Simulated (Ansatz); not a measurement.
**C2H4OSi: a ladder of functionals and wavefunction methods**

How much do the methods differ for C2H4OSi? The plan is to run it at one geometry with functionals of several rungs and with coupled cluster. The yardstick is the atomisation energy at the CCSD(T) limit.

Computed with Ansatz 0.2.0, Gaussian basis. Level: functionals in def2-TZVPP, the program's frozen cores in correlated methods.

The runs, in order: LDA (SPW92), PBE-D4, revPBE-D4, BLYP-D4, r2SCAN-D4, B97M-V, PBE0-D4, B3LYP-D4, r2SCANh-D4, r2SCAN0-D4, HSE06-D4, BHLYP-D4, CAM-B3LYP-D4, LC-ωPBE, ωB97X-V, ωB97M-V, B2PLYP, PBE-QIDH; CCSD(T)/def2-SVP; CCSD(T)/def2-TZVPP; MP2/def2-QZVPP; extrapolation to the limit; RPA on PBE.

**1. The geometry**

An earlier PBE0-D4 in a triple-zeta def2 set relaxation fixed the geometry.

SMILES `[SiH3]C1=CO1`, 8 atoms, charge 0, spin multiplicity 1.

Atoms are counted from 1 here; the program's logs count them from 0.

Bond lengths: Si1–C2 1.813 Å, Si1–H5 1.484 Å, Si1–H6 1.484 Å, Si1–H7 1.485 Å, C2–C3 1.293 Å, C2–O4 1.753 Å, C3–O4 1.318 Å, C3–H8 1.083 Å. Angles: C2–Si1–H5 110.6°, C2–Si1–H6 110.7°, C2–Si1–H7 105.1°, H5–Si1–H6 109.5°, H5–Si1–H7 110.4°, H6–Si1–H7 110.4°, Si1–C2–C3 174.7°, Si1–C2–O4 126.3°, C3–C2–O4 48.4°, C2–C3–O4 84.4°, C2–C3–H8 145.6°, O4–C3–H8 130.0°, C2–O4–C3 47.2°.

Geometry (Å):

```
atom    x (Å)    y (Å)    z (Å)
 Si1  -0.2183   1.1923  -0.4633
  C2   0.2779  -0.4319   0.1713
  C3   0.5165  -1.6198   0.6229
  O4  -0.7920  -1.7631   0.5680
  H5  -0.9179   1.0543  -1.7645
  H6  -1.1046   1.8841   0.5051
  H7   1.0495   1.9458  -0.6344
  H8   1.2810  -2.3187   0.9393
```

**2. LDA**

This LDA is Slater exchange with PW92 correlation.

Input file in.yaml:

```yaml
crystal:
  periodic: [false, false, false]
  atoms:
    - {symbol: Si, position_ang: [-0.218303, 1.192347, -0.463291]}
    - {symbol: C, position_ang: [0.277902, -0.431923, 0.171325]}
    - {symbol: C, position_ang: [0.516541, -1.619780, 0.622905]}
    - {symbol: O, position_ang: [-0.792007, -1.763058, 0.567968]}
    - {symbol: H, position_ang: [-0.917934, 1.054308, -1.764492]}
    - {symbol: H, position_ang: [-1.104560, 1.884064, 0.505056]}
    - {symbol: H, position_ang: [1.049542, 1.945754, -0.634414]}
    - {symbol: H, position_ang: [1.281019, -2.318714, 0.939343]}
basis:
  gaussian: {orbitals: def2-TZVPP}
hamiltonian: {xc: lda}
output: {orbitals: {seedname: orbitals}}
```

The run is started by

```
ansatz run in.yaml --threads 2 --pin off --events-out ev --progress --plain --max-ram 4352MiB
```

Further steps of the session: PBE-D4 (GGA); revPBE-D4 (GGA); BLYP-D4 (GGA); r2SCAN-D4 (meta-GGA); B97M-V (meta-GGA); PBE0-D4 (hybrid); B3LYP-D4 (hybrid); r2SCANh-D4 (hybrid); r2SCAN0-D4 (hybrid); HSE06-D4 (hybrid); BHLYP-D4 (hybrid); CAM-B3LYP-D4 (range-separated); LC-ωPBE (range-separated); ωB97X-V (range-separated); ωB97M-V (range-separated); B2PLYP (double hybrid); PBE-QIDH (double hybrid); CCSD(T) in def2-SVP; CCSD(T) in def2-TZVPP; MP2 in def2-QZVPP; RPA on PBE orbitals.

Q: Predict the results of all the runs planned. Wanted: atomisation energy, CCSD(T)/CBS; farthest beyond LDA; mean size of error, GGA; mean size of error, meta-GGA; mean size of error, hybrid; mean size of error, range-separated; mean size of error, double hybrid; gap, smallest and largest; T1 diagnostic.

As calculated:

| quantity | value |
| --- | --- |
| atomisation energy, CCSD(T)/CBS | 676.9 kcal/mol |
| functionals within 3.4 kcal/mol (0.5 %) | PBE0-D4, B3LYP-D4, r2SCANh-D4, HSE06-D4, CAM-B3LYP-D4, ωB97X-V, ωB97M-V |
| farthest beyond LDA | BHLYP-D4 (-32.1 kcal/mol) |
| mean size of error, GGA | 12.3 kcal/mol |
| mean size of error, meta-GGA | 4.8 kcal/mol |
| mean size of error, hybrid | 8.6 kcal/mol |
| mean size of error, range-separated | 1.6 kcal/mol |
| mean size of error, double hybrid | 7.0 kcal/mol |
| gap, smallest and largest | 2.39 eV (LDA (SPW92)), 9.96 eV (LC-ωPBE) |
| T1 diagnostic | 0.0239 |
| triples share of the correlation energy | 4.9 % |

LDA overbinds by 114.9 kcal/mol (17 %). PBE-D4 is off by +23.9 kcal/mol. Double hybrids carry the basis error of their MP2 part in triple zeta, and no dispersion term here, so their miss is partly the set-up's. By mean error the best rung here is range-separated (1.6 kcal/mol) and the worst beyond LDA is GGA (12.3 kcal/mol). The reference freezes the cores and leaves out relativity and excitations past (T), so misses under about 3.4 kcal/mol can't be ranked. Hartree-Fock recovers 67 % of the binding; the rest is correlation. CCSD(T) in def2-SVP is off by -43.4 kcal/mol, so the small basis spoils what the method gains. The gap grows from 2.4 to 10.0 eV across the functionals, mostly with the share of exact exchange. T1 = 0.024 passes the customary mark of 0.02 by a little. The restricted reference is unstable towards a spin-broken one.
